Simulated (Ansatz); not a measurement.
# FH₅OSSi₂: how energies converge with the basis set

The task here is to estimate one member of a computed series from the others.

Computed with Ansatz 0.2.0, Gaussian basis. Level: one geometry, several basis sets.

Plan: PBE0-D4/def2-SVP; ωB97M-V/def2-SVP; PBE0-D4/def2-QZVPP; ωB97M-V/def2-QZVPP; the functionals' def2-TZVPP values are taken from earlier runs.

## The geometry

An earlier PBE0-D4 in a triple-zeta def2 set relaxation fixed the geometry.

SMILES `O[SiH2]S[SiH2]F`, 10 atoms, charge 0, spin multiplicity 1.

Atoms are counted from 1 here; the program's logs count them from 0.

Bond lengths: O1–Si2 1.639 Å, O1–H6 0.959 Å, Si2–S3 2.144 Å, Si2–H7 1.477 Å, Si2–H8 1.483 Å, S3–Si4 2.119 Å, Si4–F5 1.597 Å, Si4–H9 1.478 Å, Si4–H10 1.479 Å. Angles: Si2–O1–H6 118.1°, O1–Si2–S3 112.9°, O1–Si2–H7 105.2°, O1–Si2–H8 112.0°, S3–Si2–H7 110.6°, S3–Si2–H8 104.0°, H7–Si2–H8 112.3°, Si2–S3–Si4 98.0°, S3–Si4–F5 110.7°, S3–Si4–H9 107.7°, S3–Si4–H10 110.8°, F5–Si4–H9 107.6°, F5–Si4–H10 107.2°, H9–Si4–H10 112.8°.

As a file:

```xyz
10
FH5OSSi2
O    -2.0619    0.6803   -0.1610
Si   -0.8971    0.0173   -1.1044
S     1.0545    0.8051   -0.6966
Si    1.4518   -0.2888    1.0739
F     2.1039   -1.7050    0.7292
H    -2.1563    1.6342   -0.1645
H    -0.9427   -1.4309   -0.8153
H    -1.1105    0.3116   -2.5420
H     2.4392    0.4781    1.8627
H     0.2023   -0.5528    1.8208
```

The first run:

in.yaml

```yaml
crystal:
  periodic: [false, false, false]
  atoms:
    - {symbol: O, position_ang: [-2.061918, 0.680251, -0.160988]}
    - {symbol: Si, position_ang: [-0.897054, 0.017278, -1.104402]}
    - {symbol: S, position_ang: [1.054521, 0.805071, -0.696595]}
    - {symbol: Si, position_ang: [1.451776, -0.288751, 1.073944]}
    - {symbol: F, position_ang: [2.103867, -1.705028, 0.729162]}
    - {symbol: H, position_ang: [-2.156326, 1.634192, -0.164533]}
    - {symbol: H, position_ang: [-0.942724, -1.430935, -0.815334]}
    - {symbol: H, position_ang: [-1.110541, 0.311584, -2.541968]}
    - {symbol: H, position_ang: [2.439213, 0.478055, 1.862740]}
    - {symbol: H, position_ang: [0.202284, -0.552818, 1.820773]}
basis:
  gaussian: {orbitals: def2-SVP}
hamiltonian: {xc: pbe0, dispersion: d4}
output: {orbitals: {seedname: orbitals}}
```

Command:

```
> ansatz run in.yaml --threads 4 --pin off --events-out ev --progress --plain --max-ram 10444MiB
```

Steps of the session up to this table: PBE0-D4 in def2-SVP; ωB97M-V in def2-SVP; PBE0-D4 in def2-QZVPP; ωB97M-V in def2-QZVPP.

One of the session's tables, all rows but one given; the rest of the session is left out.

It belongs to the step «Density functionals: the series». 

```
functional       basis  HOMO (eV)  LUMO (eV)
   PBE0-D4    def2-SVP      -8.01       0.27
   PBE0-D4  def2-TZVPP      -8.08      -0.24
   PBE0-D4  def2-QZVPP      -8.11      -0.40
   ωB97M-V    def2-SVP          ?          ?
   ωB97M-V  def2-TZVPP     -10.27       1.49
   ωB97M-V  def2-QZVPP     -10.30       1.14
```

**Question.** Estimate the row for ωB97M-V, def2-SVP.

The run gave: HOMO (eV): -10.15; LUMO (eV): 2.18. In the column «HOMO (eV)» it lies between ωB97M-V, def2-TZVPP (-10.27) and PBE0-D4, def2-QZVPP (-8.11).
